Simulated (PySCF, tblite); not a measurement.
# C5H11NO2Si: geometry, infrared bands and NMR shifts

What infrared bands and NMR shifts should C5H11NO2Si (`C[Si@@H]1NCC[C@H]1C(=O)O`) show?

Programs: tblite 0.8.0 and PySCF 2.14.0, with density-fitted response routines of our own. Each step states its level of theory. These are calculated values for one molecule in the gas phase, unless marked as measured. Atoms are numbered from 0 throughout.

## (1) The molecule as given

20 atoms, charge 0, multiplicity 1; geometry from: force field or distance geometry start.

Bonds of the start (Å): C0–Si1 1.84, Si1–N2 1.80, N2–C3 1.45, C3–C4 1.50, C4–C5 1.50, C5–C6 1.48, C6–O7 1.28, C6–O8 1.41, C5–Si1 1.87, C0–H9 1.13, C0–H10 1.11, C0–H11 1.09, Si1–H12 1.47, N2–H13 1.02, C3–H14 1.13, C3–H15 1.10, C4–H16 1.10, C4–H17 1.12, C5–H18 1.11, O8–H19 1.02.

## (2) Optimising the geometry with GFN2-xTB

The job: settings as JSON, then the geometry in Å.

```
{"job": {"kind": "relax", "xc": "GFN2-xTB", "basis": "xTB"}, "charge": 0, "multiplicity": 1}
C     -2.432700    -1.150000    -0.541600
Si    -1.050300    -0.262300     0.297200
N     -1.164800     1.483000    -0.136200
C      0.241900     1.813100    -0.083100
C      0.983000     0.825200    -0.938500
C      0.607200    -0.565000    -0.507000
C      1.641300    -1.042700     0.440900
O      1.295200    -1.355900     1.634000
O      2.989600    -1.157400     0.046500
H     -3.134500    -0.407000    -1.023600
H     -3.047000    -1.673100     0.219300
H     -2.054700    -1.883200    -1.256100
H     -1.036900    -0.404500     1.761500
H     -1.765000     2.016900     0.496700
H      0.526100     1.696000     0.999700
H      0.430500     2.849000    -0.389900
H      0.691100     0.980500    -1.986700
H      2.082300     0.972900    -0.772000
H      0.492900    -1.239800    -1.380300
H      3.699800    -1.484900     0.706700
```

Command:

```bash
> OMP_NUM_THREADS=1 python probes_run.py task.json out
```

One launch serves the whole session: the jobs run in the order shown.

**Question.** This job is followed by: GFN2-xTB harmonic vibrations, gas phase; GIAO PBE0/pcSseg-1 NMR shielding, non-relativistic, gas phase. Predict these results of the whole session: strongest single infrared mode (GFN2-xTB); zero-point energy (GFN2-xTB); ¹³C shifts against TMS (PBE0/pcSseg-1); ¹H shifts against TMS (PBE0/pcSseg-1, means over atoms taken as alike); ²⁹Si shifts against TMS (PBE0/pcSseg-1); ¹⁵N shifts against NH3 (PBE0/pcSseg-1); ¹⁷O shifts against H2O (PBE0/pcSseg-1).

As calculated:

| quantity | value |
| --- | --- |
| strongest single infrared mode (GFN2-xTB) | 1768 cm⁻¹, 488 km/mol |
| zero-point energy (GFN2-xTB) | 99.2 kcal/mol |
| ¹³C shifts against TMS (PBE0/pcSseg-1) | 182.6, 49.3, 32.7, 31.4, 1.7 ppm |
| ¹H shifts against TMS (PBE0/pcSseg-1, means over atoms taken as alike) | 5.78, 5.00, 3.80, 3.24, 2.34, 2.27, 1.80, 0.43, 0.22 ppm |
| ²⁹Si shifts against TMS (PBE0/pcSseg-1) | 2.7 ppm |
| ¹⁵N shifts against NH3 (PBE0/pcSseg-1) | 36.5 ppm |
| ¹⁷O shifts against H2O (PBE0/pcSseg-1) | 418.6, 212.1 ppm |

What this shows: Over 170 steps the energy fell by 1.335 eV; of the close pairs, Si1–N2 changed most, 1.802 to 1.716 Å. No mode is imaginary among the 54: a minimum at this level. The strongest single mode, at 1768 cm⁻¹, moves mainly C6 and O7. Unscaled tight-binding wavenumbers are off by several per cent, some by more. Its intensities can rank the bands wrongly. At PBE0/pcSseg-1: Shielding is most anisotropic at O7 (span 605 ppm, paramagnetic term -486 ppm).
